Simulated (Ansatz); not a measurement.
# Cs2NaAlF6: the cost of one run

Computed with Ansatz 0.2.0 (DFT r2SCAN, scalar-relativistic, plane waves, PAW, unless a step's input says otherwise).

## 1. The structure to begin with

It takes space group Fm-3m (No. 225, cubic). Conventional cell: a = 8.750 Å, b = 8.750 Å, c = 8.750 Å, α = 90.00°, β = 90.00°, γ = 90.00°. Around Cs (site symmetry -43m) lie 12 F at 3.11 Å. Na (site symmetry m-3m) has 6 F at 2.51 Å in its first shell of neighbours. Al (site symmetry m-3m) has 6 F at 1.86 Å in its first shell of neighbours. F (site symmetry 4mm) has 1 Al at 1.86 Å and 1 Na at 2.51 Å in its first shell of neighbours.

Structure file:

```xyz
10
Lattice="0.0000 4.3751 4.3751 4.3751 0.0000 4.3751 4.3751 4.3751 0.0000" Properties=species:S:1:pos:R:3 pbc="T T T"
Cs    6.5627    6.5627    6.5627
Cs    2.1876    2.1876    2.1876
Na    4.3751    4.3751    4.3751
Al    0.0000    0.0000    0.0000
F     1.8622    4.3751    4.3751
F     4.3751    4.3751    1.8622
F     6.8881    4.3751    4.3751
F     4.3751    1.8622    4.3751
F     4.3751    6.8881    4.3751
F     4.3751    4.3751    6.8881
```

(A quick probe on a coarse mesh, which set the mesh and smearing, is not shown.)

## 3. Full relaxation

input.yaml

```yaml
crystal:
  lattice:
    - [0.0, 4.375111, 4.375111]
    - [4.375111, 0.0, 4.375111]
    - [4.375111, 4.375111, 0.0]
  atoms:
    - { symbol: Cs, position: [0.75, 0.75, 0.75] }
    - { symbol: Cs, position: [0.25, 0.25, 0.25] }
    - { symbol: Na, position: [0.5, 0.5, 0.5] }
    - { symbol: Al, position: [0.0, 0.0, 0.0] }
    - { symbol: F, position: [0.787186, 0.212814, 0.212814] }
    - { symbol: F, position: [0.212814, 0.212814, 0.787186] }
    - { symbol: F, position: [0.212814, 0.787186, 0.787186] }
    - { symbol: F, position: [0.212814, 0.787186, 0.212814] }
    - { symbol: F, position: [0.787186, 0.212814, 0.787186] }
    - { symbol: F, position: [0.787186, 0.787186, 0.212814] }
basis:
  ecutwfc: 500
kpoints:
  mp_grid: { grid: [6, 6, 6] }
hamiltonian:
  xc: r2scan
scf:
  occupations: { method: gaussian, width: 0.02 }
output:
  forces: true
  stress: true
  eigenvalues: true
relax:
  adjacent_minimum: "off"
  f_tol: 0.01
  max_steps: 80
  cell: { stress_tol: 0.05 }
```

Command:

```console
ansatz run input.yaml --threads 1 --pin off --max-ram 2560MiB --backend cpu --events-out ev --progress --plain --runs-dir out
```

What time and memory should one allow on 1 thread of Arm Neoverse V2, shared host?

About 66 s, with a peak of 0.97 GiB.
